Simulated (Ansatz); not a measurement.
# Co, space group P-3m1: a convergence test of the plane-wave cutoff

Program: Ansatz 0.2.0 through its Python package.

Notebook, run cell by cell (the value of a cell's last expression is shown):

```python
import csv
import warnings

import ansatz as az
```

```python
FUNCTIONAL = 'r2SCAN'
K_DENSITY = 4.1
OCCUPATIONS = 'fermi_dirac'
WIDTH_EV = 0.1
TOLERANCE = 1e-10
```

```python
warnings.simplefilter('ignore', az.DeckWarning)

xtal = (
    az.Lattice.from_parameters(2.487365, 2.487365, 4.06329, alpha=90.0, beta=90.0, gamma=120.0)
    .atom('Co', [2 / 3, 1 / 3, 0.259861])
    .atom('Co', [1 / 3, 2 / 3, 0.740139])
    .moments(Co=2.5)
)
```

```python
xtal.resolved().sites[-1]
```

    Site(symbol='Co', position=(0.3333333333333333, 0.6666666666666666, 0.740139), moment=None, axis=None, held=None, saved=None)

```python
job = (
    xtal.calculation()
    .functional(FUNCTIONAL)
    .kpoints(density=K_DENSITY)
    .occupations(OCCUPATIONS, width=WIDTH_EV)
    .spin('collinear')
    .scf(tolerance=TOLERANCE)
)

rows = []
for value in [250, 300, 350, 400, 450]:
    rep = job.basis(value).run(threads=1, backend='cpu').report
    rows.append((value, rep['free_energy_ev'] / len(rep['lattice']['sites']), rep['n_iterations'], rep['magnetization_mub'], rep['n_pw']))
```

```python
with open('ecut.csv', 'w', newline='') as handle:
    writer = csv.writer(handle)
    writer.writerow(['cutoff (eV)', 'F/atom (eV)', 'iterations', 'moment (muB)', 'plane waves'])
    writer.writerows([round(v, 5) if isinstance(v, float) else v for v in row] for row in rows)
```

```python
for row in rows[:-1]:
    shift = 1000 * (row[1] - rows[-1][1])
    print(f'{row[0]}: {shift:+.2f} meV/atom' + ('  (within 2 meV)' if abs(shift) < 2 else ''))
```

    250: +4294.52 meV/atom
    300: +553.29 meV/atom
    350: +42.97 meV/atom
    400: +2.89 meV/atom

It writes `ecut.csv`:
```csv
cutoff (eV),F/atom (eV),iterations,moment (muB),plane waves
250,-5127.24198,21,3.51257,197
300,-5130.9832,20,3.54248,251
350,-5131.49352,20,3.56549,313
400,-5131.53361,21,3.56835,391
450,-5131.5365,20,3.56875,465
```

Caveats:
- Other magnetic orders than the one started from may lie lower.
- The mesh is modest for a metal, so energies can be off by several to tens of meV an atom and pressures by half a GPa or more; differences at equal mesh fare better.
- r2SCAN tends to overestimate the moments of itinerant magnets.
- This isn't the structure that Co takes at ambient conditions.
- Shifts are counted from the last row, which is itself no proven limit.
- The script silences the warnings on its input, which a real study should read.
- Wall time of the script: 90 s on 1 thread of Arm Neoverse V2, on a shared host, peak memory 0.48 GiB.
